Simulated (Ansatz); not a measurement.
# CH8ClNSi2: the cost of one run

Program: Ansatz 0.2.0, Gaussian basis. Level of theory: functionals in def2-TZVPP, the program's frozen cores in correlated methods. These are calculated values, not measurements.

Plan: PBE-D4, r2SCAN-D4, PBE0-D4, B3LYP-D4, ωB97X-V, ωB97M-V, B2PLYP; CCSD(T)/def2-TZVPP; MP2/def2-QZVPP; extrapolation to the limit.

### 1 The geometry

All runs share one geometry, relaxed beforehand with PBE0-D4 in a triple-zeta def2 set.

SMILES `[SiH3]CN[SiH2]Cl`, 13 atoms, charge 0, spin multiplicity 1.

Atoms are counted from 1 here; the program's logs count them from 0.

Bond lengths: Si1–C2 1.887 Å, Si1–H6 1.485 Å, Si1–H7 1.488 Å, Si1–H8 1.490 Å, C2–N3 1.457 Å, C2–H9 1.096 Å, C2–H10 1.099 Å, N3–Si4 1.701 Å, N3–H11 1.009 Å, Si4–Cl5 2.072 Å, Si4–H12 1.479 Å, Si4–H13 1.479 Å. Angles: C2–Si1–H6 110.3°, C2–Si1–H7 110.6°, C2–Si1–H8 108.6°, H6–Si1–H7 109.7°, H6–Si1–H8 108.7°, H7–Si1–H8 109.0°, Si1–C2–N3 111.1°, Si1–C2–H9 107.9°, Si1–C2–H10 110.3°, N3–C2–H9 108.8°, N3–C2–H10 112.7°, H9–C2–H10 105.9°, C2–N3–Si4 123.4°, C2–N3–H11 113.8°, Si4–N3–H11 118.0°, N3–Si4–Cl5 114.4°, N3–Si4–H12 108.6°, N3–Si4–H13 108.1° and more.

### 2 PBE-D4 (GGA)

Input file in.yaml:

```yaml
crystal:
  periodic: [false, false, false]
  atoms:
    - {symbol: Si, position_ang: [-1.941069, -0.813738, 0.618716]}
    - {symbol: C, position_ang: [-0.151061, -0.763057, 0.022999]}
    - {symbol: N, position_ang: [0.434007, 0.554507, 0.234328]}
    - {symbol: Si, position_ang: [1.655370, 1.207208, -0.753020]}
    - {symbol: Cl, position_ang: [3.482833, 0.242096, -0.604055]}
    - {symbol: H, position_ang: [-2.783318, 0.091111, -0.204895]}
    - {symbol: H, position_ang: [-2.476638, -2.199790, 0.546790]}
    - {symbol: H, position_ang: [-1.983710, -0.349489, 2.033424]}
    - {symbol: H, position_ang: [-0.147648, -0.982607, -1.050497]}
    - {symbol: H, position_ang: [0.431560, -1.565840, 0.495357]}
    - {symbol: H, position_ang: [0.372047, 0.879283, 1.187451]}
    - {symbol: H, position_ang: [1.251573, 1.054518, -2.167979]}
    - {symbol: H, position_ang: [1.876257, 2.610998, -0.343922]}
basis:
  gaussian: {orbitals: def2-TZVPP}
hamiltonian: {xc: pbe, dispersion: d4}
output: {forces: true, orbitals: {seedname: orbitals}}
```

Started as:

```
> ansatz run in.yaml --threads 4 --pin off --events-out ev --progress --plain --max-ram 10444MiB
```

What time and memory should one allow on 4 threads of Arm Neoverse V1, shared host?

About 3.8 s, with a peak of 0.48 GiB.
